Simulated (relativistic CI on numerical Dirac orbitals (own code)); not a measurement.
**Ti: one ion under different settings**

How much do the settings matter for Ti? One ion, several inputs.

Method: Dirac-Coulomb-Breit CI, KLI orbitals optimised for each configuration, model QED (radiative potential, 1s self-energy scaled to tabulated hydrogen-like ionisation energies), numerical settings as typed. Code: relativistic CI on numerical Dirac orbitals (own code) version 3.

### Step 1. The atom as given

- ion: Ti (Ti I)
- nuclear charge: 22
- electrons: 22
- isotope: A = 48

### Step 2. Usual settings

Input settings:

```ini
atom Ti  Z=22  charge=0  electrons=22
nucleus A=48  rms_radius_fm=3.5921
hamiltonian dirac-coulomb  breit=on  qed=on  c_scale=1
orbitals kli  potential=per-configuration
slater_scale 1
correlation none
mixing on
grid step=0.0125 r_max=149
scf mixing=0.4 start=green max_iterations=150 tolerance=2e-08 node_fill=0.05
configurations
  [Ar] 3d2 4s2
  [Ar] 3d2 4s 4p
  [Ar] 3d3 4s
end
```

The run is started by

```sh
python run_levels.py task.json out
```

The settings of every run stand in task.json; they run in order.

### Step 3. End of the grid 447.0

Changes to the settings of step 2:

```diff
@@ -7,3 +7,3 @@
 mixing on
-grid step=0.0125 r_max=149
+grid step=0.0125 r_max=447
 scf mixing=0.4 start=green max_iterations=150 tolerance=2e-08 node_fill=0.05
```

### Step 4. Start potential bare, potential mixing 0.05

Changes to the settings of step 3:

```diff
@@ -7,4 +7,4 @@
 mixing on
-grid step=0.0125 r_max=447
-scf mixing=0.4 start=green max_iterations=150 tolerance=2e-08 node_fill=0.05
+grid step=0.0125 r_max=149
+scf mixing=0.05 start=bare max_iterations=150 tolerance=2e-08 node_fill=0.05
 configurations
```

### Step 5. Iteration limit 20

Changes to the settings of step 4:

```diff
@@ -8,3 +8,3 @@
 grid step=0.0125 r_max=149
-scf mixing=0.05 start=bare max_iterations=150 tolerance=2e-08 node_fill=0.05
+scf mixing=0.4 start=green max_iterations=20 tolerance=2e-08 node_fill=0.05
 configurations
```

### Step 6. Tolerance 0.0001, nuclear radius 3.2329

Input settings:

```ini
atom Ti  Z=22  charge=0  electrons=22
nucleus A=48  rms_radius_fm=3.2329
hamiltonian dirac-coulomb  breit=on  qed=on  c_scale=1
orbitals kli  potential=per-configuration
slater_scale 1
correlation none
mixing on
grid step=0.0125 r_max=149
scf mixing=0.4 start=green max_iterations=150 tolerance=0.0001 node_fill=0.05
configurations
  [Ar] 3d2 4s2
  [Ar] 3d2 4s 4p
  [Ar] 3d3 4s
end
```

### Step 7. Grid step 0.15

Input settings:

```ini
atom Ti  Z=22  charge=0  electrons=22
nucleus A=48  rms_radius_fm=3.5921
hamiltonian dirac-coulomb  breit=on  qed=on  c_scale=1
orbitals kli  potential=per-configuration
slater_scale 1
correlation none
mixing on
grid step=0.15 r_max=149
scf mixing=0.4 start=green max_iterations=55 tolerance=2e-08 node_fill=0.05
configurations
  [Ar] 3d2 4s2
  [Ar] 3d2 4s 4p
  [Ar] 3d3 4s
end
```

### Step 8. Tolerance 0.01

Changes to the settings of step 7:

```diff
@@ -7,4 +7,4 @@
 mixing on
-grid step=0.15 r_max=149
-scf mixing=0.4 start=green max_iterations=55 tolerance=2e-08 node_fill=0.05
+grid step=0.0125 r_max=149
+scf mixing=0.4 start=green max_iterations=66 tolerance=0.01 node_fill=0.05
 configurations
```

(Steps that only read results are left out.)

What does the calculation give? Wanted: lowest level, usual settings; total energy; first excitation.

The runs gave:

| setting | total energy less usual (Ha) | largest shift of a level among the lowest eight of both runs, same label and place (cm⁻¹) | SCF iterations | time | lowest level | kind of change |
| --- | --- | --- | --- | --- | --- | --- |
| usual | 0 | 0 | 41 | 0.26 s | 3d2 4s2 3F2 | - |
| end of the grid 447.0 | 0 | 0 | 41 | 0.26 s | 3d2 4s2 3F2 | numerical |
| start potential bare, potential mixing 0.05 | 0 | 0 | 154 | 0.42 s | 3d2 4s2 3F2 | numerical |
| iteration limit 20 | 0 | 0 | 41 | 0.18 s | 3d2 4s2 3F2 | numerical |
| tolerance 0.0001, nuclear radius 3.2329 | -0.000298 | 1.16 | 29 | 0.16 s | 3d2 4s2 3F2 | unphysical constant |
| grid step 0.15 | 0.000205 | 49.2 | 40 | 0.051 s | 3d2 4s2 3F2 | unsound |
| tolerance 0.01 | 1.45e-06 | 63.7 | 20 | 0.14 s | 3d2 4s2 3F2 | unsound |

| quantity | value |
| --- | --- |
| lowest level, usual settings | 3d2 4s2 3F2 |
| total energy | -852.3998 Ha |
| first excitation | 158.1 cm⁻¹ |

What this shows: Among the runs whose levels can be followed, they move most under «tolerance 0.01» (unsound), by up to 63.7 cm⁻¹. No visible change in the result comes from «end of the grid 447.0» or «start potential bare, potential mixing 0.05» or «iteration limit 20». «Start potential bare, potential mixing 0.05» costs 154 SCF iterations against 41. Under «grid step 0.15» the program warns: orbitals of one symmetry overlap by 3.9e-05. Only the listed configurations are in the model. Near neutrality, missing correlation can shift configurations against each other by thousands of cm⁻¹.
